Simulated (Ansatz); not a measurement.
# ClFHSSi: the cost of one run

Method: UKS PBE-D4/def2-SVP, in Ansatz 0.2.0.

## (1) Starting point

Bond lengths: F1–Si2 1.615 Å, Si2–S3 2.163 Å, Si2–Cl4 2.064 Å, S3–H5 1.352 Å. Angles: F1–Si2–S3 109.6°, F1–Si2–Cl4 103.9°, S3–Si2–Cl4 109.4°, Si2–S3–H5 93.4°.

Coordinates:

```xyz
5

F     1.3921    0.7806   -0.8144
Si    0.1786   -0.2833   -0.8630
S    -1.5482    0.5403    0.1462
Cl    0.8920   -1.8995    0.2039
H    -0.8646    0.7883    1.2860
```

## (2) Relaxing end A

The input, input.yaml:

```yaml
crystal:
  periodic: [false, false, false]
  atoms:
    - { symbol: F, position_ang: [1.3921, 0.7806, -0.8144] }
    - { symbol: Si, position_ang: [0.1786, -0.2833, -0.863] }
    - { symbol: S, position_ang: [-1.5482, 0.5403, 0.1462] }
    - { symbol: Cl, position_ang: [0.892, -1.8995, 0.2039] }
    - { symbol: H, position_ang: [-0.8646, 0.7883, 1.286] }
magnetization:
  spin_polarized: true
  initial_magnetization: 1
basis:
  gaussian: { orbitals: def2-SVP }
hamiltonian:
  xc: pbe
  dispersion: d4
relax:
  f_tol: 0.015
  max_steps: 40
```

On the command line:

```console
> ansatz run input.yaml --threads 1 --pin off --max-ram 2048MiB --backend cpu --events-out ev --progress --plain --runs-dir out
```

What time and memory should one allow on 1 thread of Arm Neoverse V1, shared host?

About 92 s, with a peak of 0.17 GiB.
